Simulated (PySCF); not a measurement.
# CH7NSSi: the cost of one run

Computed with PySCF 2.14.0, with density-fitted response routines of our own, on a single molecule in the gas phase. Atoms count from 0, in the outputs and in this text.

### 1 Starting geometry

11 atoms, charge 0, multiplicity 1; geometry from: GFN2-xTB. The atoms were then displaced at random by about 0.01 Å, so the start is not that level's minimum.

Bonds of the start (Å): C0–N1 1.42, N1–Si2 1.70, Si2–S3 2.18, C0–H4 1.09, C0–H5 1.13, C0–H6 1.09, N1–H7 1.01, Si2–H8 1.49, Si2–H9 1.47, S3–H10 1.31.

### 2 Optimising the geometry at PBE0-D3(BJ)/def2-SVP

What the job is given:

```
{"job": {"xc": "PBE0", "basis": "def2-SVP", "d3": "d3bj", "grid": 1, "shake": 0.01, "kind": "geom"}, "charge": 0, "multiplicity": 1}
C     -1.570960     0.534250     0.109690
N     -0.355700     0.069000    -0.450180
Si     0.912810    -0.519800     0.508730
S      2.565520    -0.944190    -0.855840
H     -2.317900    -0.249420     0.270440
H     -2.043580     1.296100    -0.570950
H     -1.373670     1.041870     1.056840
H     -0.459780    -0.306910    -1.378620
H      1.334750     0.572640     1.423810
H      0.755970    -1.780620     1.243720
H      2.590660     0.261270    -1.373310
```

Run with:

```bash
OMP_NUM_THREADS=1 python probes_run.py task.json out
```

One launch serves the whole session: the jobs run in the order shown.

**Question.** How long does this first job take on 1 thread of Arm Neoverse V1, shared host, and how much memory does it need?

About 47 s, with a peak of 0.41 GiB.
